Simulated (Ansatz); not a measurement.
# LiIn: the cost of one run

Computed with Ansatz 0.2.0 through its Python package. The levels of theory stand in the script.

### 1 The structure

Symmetry: Fd-3m, No. 227, cubic system. The conventional cell has a = 6.786 Å, b = 6.786 Å, c = 6.786 Å, α = 90.00°, β = 90.00°, γ = 90.00°. Li (site symmetry -43m) has 4 Li at 2.94 Å and 4 In at 2.94 Å in its first shell of neighbours. In (site symmetry -43m) has 4 Li at 2.94 Å and 4 In at 2.94 Å in its first shell of neighbours.

No structure file is read: the coordinates are typed or built in the script.

### 2 The code

Contents of lattice_liin.py:

```python
# -*- coding: utf-8 -*-
"""How the lattice of LiIn depends on the functional."""

import ansatz as az
import numpy as np

K_DENSITY = 3.4
SMEARING = "fermi_dirac"

def edges_and_angles(cell):
    cell = np.asarray(cell)
    a, b, c = np.linalg.norm(cell, axis=1)
    cosines = cell[1] @ cell[2] / (b * c), cell[0] @ cell[2] / (a * c), cell[0] @ cell[1] / (a * b)
    return (a, b, c, *np.degrees(np.arccos(cosines)))

xtal = (
    az.Lattice.from_parameters(4.798427, 4.798427, 4.798427, alpha=60.0, beta=60.0, gamma=60.0)
    .atom("Li", (0.5, 0.5, 0.5))
    .atom("Li", (0.75, 0.75, 0.75))
    .atom("In", (0.0, 0.0, 0.0))
    .atom("In", (0.25, 0.25, 0.25))
)

job = xtal.calculation()
job = job.kpoints(density=K_DENSITY)
job = job.occupations(SMEARING)
job = job.relax(cell=True)

levels = [("pbesol", "none"), ("pbesol", "d3bj"), ("blyp", "d3bj")]
print("level            a       b       c    alpha   beta  gamma  V/atom  steps")
for name, dispersion in levels:
    seen = []
    run = job.functional(name, dispersion=dispersion).session().plan()
    outcome = run.execute(on_event=lambda e: seen.append(e) if e["event"] == "relax_step" else None)
    cell = outcome.lattice.cell_ang
    label = name if dispersion == "none" else f"{name}+{dispersion}"
    print("{:13s} {:7.4f} {:7.4f} {:7.4f} {:6.2f} {:6.2f} {:6.2f}".format(label, *edges_and_angles(cell)), f"{abs(np.linalg.det(cell)) / len(outcome.lattice.sites):7.3f} {len(seen):5d}")
```

### 3 The calls as engine input

The engine receives this input (first run):

```yaml
crystal:
  lattice:
    a: 4.798427
    b: 4.798427
    c: 4.798427
    alpha: 60.0
    beta: 60.0
    gamma: 60.0
  atoms:
    - { symbol: Li, position: [0.5, 0.5, 0.5] }
    - { symbol: Li, position: [0.75, 0.75, 0.75] }
    - { symbol: In, position: [0.0, 0.0, 0.0] }
    - { symbol: In, position: [0.25, 0.25, 0.25] }
kpoints:
  mp_grid:
    kspacing: 0.29411764705882354
hamiltonian:
  xc: pbesol
  dispersion: none
scf:
  occupations:
    method: fermi_dirac
relax:
  cell: {}
```

### 4 Running it

The run is started by

```sh
$ python lattice_liin.py
```

Q: Estimate wall time and peak memory on 1 thread of Arm Neoverse V2, shared host.

About 17 s, with a peak of 0.45 GiB.
